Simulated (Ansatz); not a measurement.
# C3H9ClO3Si: the cost of one run

All numbers below are computed with Ansatz 0.2.0 (RKS r2SCAN/STO-3G).

## 1. The structure to begin with

Bond lengths (14 of 16 bonds, heavy atoms first): Si1–Cl2 2.130 Å, Si1–O3 1.680 Å, O3–C4 1.420 Å, Si1–O8 1.679 Å, O8–C9 1.420 Å, Si1–O13 1.679 Å, O13–C14 1.420 Å, C4–H5 1.110 Å, C4–H6 1.110 Å, C4–H7 1.110 Å, C9–H10 1.110 Å, C9–H11 1.110 Å, C9–H12 1.110 Å, C14–H15 1.110 Å. Angles (14 of 27 angles, heavy atoms first): Cl2–Si1–O3 109.4°, Cl2–Si1–O8 109.5°, Cl2–Si1–O13 109.5°, O3–Si1–O8 109.5°, O3–Si1–O13 109.5°, O8–Si1–O13 109.5°, Si1–O3–C4 125.0°, Si1–O8–C9 125.0°, Si1–O13–C14 125.0°, O3–C4–H5 109.5°, O3–C4–H6 109.5°, O3–C4–H7 109.5°, O8–C9–H10 109.5°, O8–C9–H11 109.5°.

Structure file:

```xyz
17

Si    0.0000    0.0000    0.0000
Cl    0.0000    0.0000    2.1300
O     1.5842    0.0000   -0.5594
C     2.3503   -1.1632   -0.8360
H     1.7187   -1.9052   -1.3675
H     3.2179   -0.8926   -1.4733
H     2.7141   -1.6023    0.1163
O    -0.7913    1.3709   -0.5594
C    -2.1512    1.4177   -0.9653
H    -2.7687    0.8215   -0.2614
H    -2.5023    2.4707   -0.9639
H    -2.2473    0.9975   -1.9882
O    -0.7913   -1.3709   -0.5594
C    -1.5365   -2.2685    0.2501
H    -1.2251   -2.1576    1.3097
H    -2.6187   -2.0400    0.1571
H    -1.3490   -3.3106   -0.0830
```

## 2. Preparing the start

Input file input.yaml:

```yaml
crystal:
  periodic: [false, false, false]
  atoms:
    - { symbol: Si, position_ang: [0.0, 0.0, 0.0] }
    - { symbol: Cl, position_ang: [0.0, 0.0, 2.13] }
    - { symbol: O, position_ang: [1.5842, 0.0, -0.5594] }
    - { symbol: C, position_ang: [2.3503, -1.1632, -0.836] }
    - { symbol: H, position_ang: [1.7187, -1.9052, -1.3675] }
    - { symbol: H, position_ang: [3.2179, -0.8926, -1.4733] }
    - { symbol: H, position_ang: [2.7141, -1.6023, 0.1163] }
    - { symbol: O, position_ang: [-0.7913, 1.3709, -0.5594] }
    - { symbol: C, position_ang: [-2.1512, 1.4177, -0.9653] }
    - { symbol: H, position_ang: [-2.7687, 0.8215, -0.2614] }
    - { symbol: H, position_ang: [-2.5023, 2.4707, -0.9639] }
    - { symbol: H, position_ang: [-2.2473, 0.9975, -1.9882] }
    - { symbol: O, position_ang: [-0.7913, -1.3709, -0.5594] }
    - { symbol: C, position_ang: [-1.5365, -2.2685, 0.2501] }
    - { symbol: H, position_ang: [-1.2251, -2.1576, 1.3097] }
    - { symbol: H, position_ang: [-2.6187, -2.04, 0.1571] }
    - { symbol: H, position_ang: [-1.349, -3.3106, -0.083] }
basis:
  gaussian: { orbitals: STO-3G }
hamiltonian:
  xc: r2scan
relax:
  f_tol: 0.02
  max_steps: 40
```

Launch:

```
ansatz run input.yaml --threads 1 --pin off --max-ram 2048MiB --backend cpu --events-out ev --progress --plain --runs-dir out
```

**Question.** How long does this run take on 1 thread of Arm Neoverse V2, shared host, and how much memory does it need?

About 2.7 min, with a peak of 0.2 GiB.
